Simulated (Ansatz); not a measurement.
**AsP: single points about a listed cell**

How do energy, forces, pressure and gap of AsP change under random distortions, further strains and shifts, swapped elements, distortions that keep the symmetry, other functionals? Each case is one self-consistent run.

Method: DFT PBEsol, scalar-relativistic, plane waves, PAW, in Ansatz 0.2.0.

**1. The starting structure**

Symmetry: C2/m, No. 12, monoclinic system. Conventional cell: a = 11.301 Å, b = 3.513 Å, c = 4.651 Å, α = 90.00°, β = 92.29°, γ = 90.00°. P (site symmetry m) has 1 P at 2.22 Å and 2 As at 2.38 Å as nearest neighbours. Around As (site symmetry m) lie 2 P at 2.38 Å and 1 As at 2.54 Å.

Structure file:

```xyz
4
Lattice="5.6505 -1.7567 0.0000 5.6505 1.7567 0.0000 -0.1859 0.0000 4.6477" Properties=species:S:1:pos:R:3 pbc="T T T"
P     1.0566    0.0000    0.3387
P    10.0584    0.0000    4.3090
As    4.3482    0.0000    2.7064
As    6.7669    0.0000    1.9412
```

The structure comes from the Materials Project (structure only).

**2. A change within a subgroup**

Against the listed cell: strain xx, yy, zz, yz, xz, xy = +4.4, +5.8, +4.2, +0.0, +0.1, +0.0 %; atoms moved by 0.03 Å root mean square, at most 0.03 Å.

File input.yaml:

```yaml
crystal:
  lattice:
    - [5.9018726435, -1.859057828, 0.0049159199]
    - [5.9018726435, 1.859057828, 0.0049159199]
    - [-0.1901106407, 0.0, 4.8430627548]
  atoms:
    - { symbol: P, position: [0.0944988215, 0.0972692838, 0.0791328049] }
    - { symbol: P, position: [0.9027307162, 0.9055011785, 0.9208671951] }
    - { symbol: As, position: [0.3960297865, 0.3932593242, 0.5764883356] }
    - { symbol: As, position: [0.6067406758, 0.6039702135, 0.4235116644] }
basis:
  ecutwfc: 420
kpoints:
  mp_grid: { grid: [10, 10, 8] }
hamiltonian:
  xc: pbesol
scf:
  occupations: { method: gaussian, width: 0.05 }
output:
  forces: true
  stress: true
  eigenvalues: true
```

Started as:

```
ansatz run input.yaml --threads 1 --pin off --max-ram 1331MiB --backend cpu --events-out ev --progress --plain --runs-dir out
```

**3. Another functional, on a distorted cell: r2SCAN**

File input.yaml:

```yaml
crystal:
  lattice:
    - [5.8322021922, -1.8131562499, 0.0]
    - [5.8322021922, 1.8131562499, 0.0]
    - [-0.1918621462, 0.0, 4.797119773]
  atoms:
    - { symbol: P, position: [0.094698, 0.094698, 0.072866] }
    - { symbol: P, position: [0.905302, 0.905302, 0.927134] }
    - { symbol: As, position: [0.394343, 0.394343, 0.582319] }
    - { symbol: As, position: [0.605657, 0.605657, 0.417681] }
basis:
  ecutwfc: 500
kpoints:
  mp_grid: { grid: [10, 10, 8] }
hamiltonian:
  xc: r2scan
scf:
  occupations: { method: gaussian, width: 0.05 }
output:
  forces: true
  stress: true
  eigenvalues: true
  populations: true
```

**4. Random moves and strain, cell strained**

File input.yaml:

```yaml
crystal:
  lattice:
    - [5.432619835, -1.71976198, 0.0876074752]
    - [5.4456894003, 1.7618015711, 0.0768215705]
    - [-0.1113087208, -0.0149597784, 4.6181297451]
  atoms:
    - { symbol: P, position: [0.1090337297, 0.0921722048, 0.0623854375] }
    - { symbol: P, position: [0.9050474497, 0.9178045994, 0.9367496095] }
    - { symbol: As, position: [0.389700837, 0.3833820346, 0.600850941] }
    - { symbol: As, position: [0.5962151727, 0.6066440429, 0.4000161636] }
basis:
  ecutwfc: 420
kpoints:
  mp_grid: { grid: [10, 10, 8] }
hamiltonian:
  xc: pbesol
scf:
  occupations: { method: gaussian, width: 0.05 }
output:
  forces: true
  stress: true
  eigenvalues: true
```

**5. A change within the space group**

File input.yaml:

```yaml
crystal:
  lattice:
    - [5.7878459032, -1.777373045, -0.0221498921]
    - [5.7878459032, 1.777373045, -0.0221498921]
    - [-0.208621749, 0.0, 4.5928405396]
  atoms:
    - { symbol: P, position: [0.1001087697, 0.1001087697, 0.0891727952] }
    - { symbol: P, position: [0.8998912303, 0.8998912303, 0.9108272048] }
    - { symbol: As, position: [0.3723241967, 0.3723241967, 0.6301678258] }
    - { symbol: As, position: [0.6276758033, 0.6276758033, 0.3698321742] }
basis:
  ecutwfc: 420
kpoints:
  mp_grid: { grid: [10, 10, 8] }
hamiltonian:
  xc: pbesol
scf:
  occupations: { method: gaussian, width: 0.05 }
output:
  forces: true
  stress: true
  eigenvalues: true
```

**6. A distortion that keeps the symmetry**

File input.yaml:

```yaml
crystal:
  lattice:
    - [5.8253651081, -1.8015447141, -0.1011436398]
    - [5.8253651081, 1.8015447141, -0.1011436398]
    - [-0.2748301848, 0.0, 4.5034157036]
  atoms:
    - { symbol: P, position: [0.0942548605, 0.0942548605, 0.081068081] }
    - { symbol: P, position: [0.9057451395, 0.9057451395, 0.918931919] }
    - { symbol: As, position: [0.3935635343, 0.3935635343, 0.5854802685] }
    - { symbol: As, position: [0.6064364657, 0.6064364657, 0.4145197315] }
basis:
  ecutwfc: 420
kpoints:
  mp_grid: { grid: [10, 10, 8] }
hamiltonian:
  xc: pbesol
scf:
  occupations: { method: gaussian, width: 0.05 }
output:
  forces: true
  stress: true
  eigenvalues: true
  write_density: true
  write_potential: true
  elf: true
  volumetric_format: npy
```

**7. Substitution of an element, cell strained: As → Sb, first probe**

File input.yaml:

```yaml
crystal:
  lattice:
    - [5.8661895954, -1.8237224941, 0.0]
    - [5.8661895954, 1.8237224941, 0.0]
    - [-0.1929802309, 0.0, 4.82507519]
  atoms:
    - { symbol: P, position: [0.094698, 0.094698, 0.072866] }
    - { symbol: P, position: [0.905302, 0.905302, 0.927134] }
    - { symbol: Sb, position: [0.394343, 0.394343, 0.582319] }
    - { symbol: Sb, position: [0.605657, 0.605657, 0.417681] }
basis:
  ecutwfc: 420
kpoints:
  mp_grid: { grid: [6, 6, 4] }
hamiltonian:
  xc: pbesol
scf:
  occupations: { method: gaussian, width: 0.1 }
output:
  forces: true
  stress: true
  eigenvalues: true
```

What does the calculation give? Wanted: for each run, case; energy; pressure; largest force.

The runs gave:

```
step                                             case  energy (meV/atom)  pressure (GPa)  largest force (eV/Å)  gap on the mesh (eV)
   2                       a change within a subgroup               +0.0            -8.8                  1.04                  0.36
   3  another functional, on a distorted cell: r2SCAN                n/a            -6.4                  0.95                  0.47
   4           random moves and strain, cell strained             -131.7             1.1                  1.06                  0.44
   5                  a change within the space group             +189.7             1.1                  2.96                  0.00
   6             a distortion that keeps the symmetry             -103.6            -2.8                  0.98                  0.15
```

Energies are counted from step 2, with the smearing taken to zero. Other atoms or functionals have another zero of energy (n/a). A gap of 0.00 means none on the mesh at this level.

What this shows: Among the distorted cells of the listed formula and level the largest force, 2.96 eV/Å, comes in step 5, shared by 2 atoms. Among the distorted cells of the listed formula and level the gap runs from none (metal) to 0.44 eV.

The gaps are Kohn-Sham values of a semilocal functional, not quasiparticle or optical gaps. Such gaps usually fall short of the measured ones; spin-orbit coupling, left out here, narrows gaps with Sb, so the two errors partly cancel.
